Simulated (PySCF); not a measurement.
# C2H6Se: the cost of one run

Programs: PySCF 2.14.0, with routines of our own; each step states its level. All values are computed. Atoms count from 0.

## 1. The system as given

9 atoms, charge 0, multiplicity 1; geometry from: GFN2-xTB.

## 2. Relaxing the molecule at PBE0-D3(BJ)/def2-SVP

What the job is given:

```
{"job": {"xc": "PBE0", "basis": "def2-SVP", "d3": "d3bj", "grid": 1, "maxiter": 30, "shake": 0.01, "kind": "geom"}, "charge": 0, "multiplicity": 1}
C      1.393720     0.375040     0.350790
Se     0.082240     0.590430    -1.112080
C     -1.390080    -0.396100    -0.276720
H      1.605100    -0.653670     0.507230
H      2.283670     0.901490     0.039060
H      0.963140     0.861860     1.243900
H     -1.036610    -1.416350    -0.076480
H     -2.194420    -0.385620    -0.961780
H     -1.648950     0.105760     0.679580
```

Command:

```console
$ OMP_NUM_THREADS=1 python heavy_run.py task.json out
```

This one command runs all jobs of the session in turn.

**Question.** How long does this first job take on 1 thread of Arm Neoverse V1, shared host, and how much memory does it need?

About 21 s, with a peak of 0.38 GiB.
